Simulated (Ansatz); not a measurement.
Working through harmonic frequencies at the relaxed geometry of C3H5B, SMILES CC1=CB1

Program: the Ansatz DFT code, driven from Python.

The script reads `c3h5b.xyz`:
```text
9

C    -0.01100    1.01640   -0.86760
C    -0.02270   -0.10610    0.04720
C     0.14530   -1.48300    0.23490
B    -0.02670   -0.62160    1.43810
H    -0.40030    0.71890   -1.89760
H    -0.76150    1.84110   -0.48720
H     0.98220    1.50330   -0.96110
H     0.43300   -2.44700   -0.16930
H    -0.24970   -0.46830    2.64560
```

Interactive session:
```pycon
>>> import warnings
>>> import ansatz
>>> from ase import Atoms
>>> from ase.thermochemistry import IdealGasThermo
>>> import numpy as np
>>> warnings.simplefilter("ignore", ansatz.DeckWarning)
>>> molecule = ansatz.Crystal.molecule_from_extxyz("c3h5b.xyz")
>>> job = molecule.calculation()
>>> job = job.basis(gaussian="def2-SVP").functional("r2SCAN")
>>> symbols = [site.symbol for site in molecule.cartesian_sites]
>>> start = np.array([site.position_ang for site in molecule.cartesian_sites], dtype=float)
>>> data = job.relax(force_tolerance=0.003).run(threads=1, backend="cpu").report
>>> end = np.array(data["positions_ang"])
>>> print("final positions (A) and the move of each atom")
final positions (A) and the move of each atom
>>> for symbol, xyz, old in zip(symbols, end, start):
...     print(f"{symbol:2s} {xyz[0]:10.5f} {xyz[1]:10.5f} {xyz[2]:10.5f}   {np.linalg.norm(xyz - old):7.4f}")
...
C    -0.01910    0.99319   -0.88806    0.0320
C     0.01063   -0.06052    0.15057    0.1178
C     0.05828   -1.41354    0.27963    0.1200
B     0.02019   -0.62362    1.52397    0.0979
H     0.00391    0.59241   -1.91378    0.4238
H    -0.92248    1.61315   -0.76791    0.3958
H     0.83472    1.67715   -0.75344    0.3084
H     0.09510   -2.29887   -0.36288    0.4166
H     0.00735   -0.52565    2.71490    0.2723
>>> minimum = ansatz.Crystal.molecule()
>>> for symbol, place in zip(symbols, end):
...     minimum = minimum.atom(symbol, place.tolist())
...
>>> vibrating = (
...     minimum.calculation()
...     .basis(gaussian="def2-SVP")
...     .functional("r2SCAN")
...     .phonons(temperatures=(100, 500, 100))
... )
>>> vib = vibrating.run(threads=1, backend="cpu").report["vibrations"]
>>> sums = vib["harmonic_sums"]
>>> modes = [m["omega_inv_cm"] for m in sums["modes_at_gamma"] if m["rigid_motion"] == "no"]
>>> for number, w in enumerate(modes, start=1):
...     print(f"mode {number:2d} {w:9.1f} 1/cm {w / 8065.544 * 1000:8.2f} meV")
...
mode  1      80.5 1/cm     9.98 meV
mode  2     330.2 1/cm    40.94 meV
mode  3     358.0 1/cm    44.38 meV
mode  4     717.5 1/cm    88.95 meV
mode  5     765.0 1/cm    94.85 meV
mode  6     844.9 1/cm   104.75 meV
mode  7     915.7 1/cm   113.54 meV
mode  8     939.9 1/cm   116.53 meV
mode  9    1006.6 1/cm   124.80 meV
mode 10    1028.9 1/cm   127.57 meV
mode 11    1231.1 1/cm   152.64 meV
mode 12    1267.6 1/cm   157.16 meV
mode 13    1364.4 1/cm   169.16 meV
mode 14    1446.3 1/cm   179.31 meV
mode 15    1447.7 1/cm   179.50 meV
mode 16    1683.1 1/cm   208.68 meV
mode 17    2717.4 1/cm   336.92 meV
mode 18    3027.5 1/cm   375.36 meV
mode 19    3121.6 1/cm   387.03 meV
mode 20    3130.0 1/cm   388.07 meV
mode 21    3191.2 1/cm   395.66 meV
>>> print("imaginary modes:", sum(w < 0 for w in modes), " zero-point energy:", round(sums["zero_point_energy_ev"], 4), "eV")
imaginary modes: 0  zero-point energy: 1.8979 eV
>>> gas = IdealGasThermo(vib_energies=[w / 8065.544 for w in modes if w > 0], geometry="linear" if len(modes) == 3 * len(symbols) - 5 else "nonlinear",
...                      atoms=Atoms(symbols, positions=end), symmetrynumber=1, spin=0.0)
>>> print(f"H(298 K) - E = {gas.get_enthalpy(298.15, verbose=False):.4f} eV")
H(298 K) - E = 2.0547 eV
>>> print(f"S(298 K, 1 bar) = {96485.33 * gas.get_entropy(298.15, 1e5, verbose=False):.1f} J/(mol K) with symmetry number 1")
S(298 K, 1 bar) = 287.8 J/(mol K) with symmetry number 1
>>> heavier = vibrating.phonons(masses={"H": 2.014102}).run(threads=1, backend="cpu").report["vibrations"]["harmonic_sums"]
>>> print("deuterated (1/cm):", " ".join(f"{m['omega_inv_cm']:.0f}" for m in heavier["modes_at_gamma"] if m["rigid_motion"] == "no"))
deuterated (1/cm): 59 280 303 557 594 689 742 759 838 866 1020 1042 1080 1174 1233 1631 2057 2177 2310 2323 2390
>>> print("zero-point energy falls by", round(sums["zero_point_energy_ev"] - heavier["zero_point_energy_ev"], 4), "eV")
zero-point energy falls by 0.4026 eV
```

Reading the output:
- The frequencies are harmonic and unscaled, in a modest basis.
- The entropy takes a symmetry number of 1; a symmetric molecule's is lower by R ln(sigma).
- Finished in 4.7 min on 1 thread of Arm Neoverse V1, with other jobs on the host, peak memory 0.25 GiB.
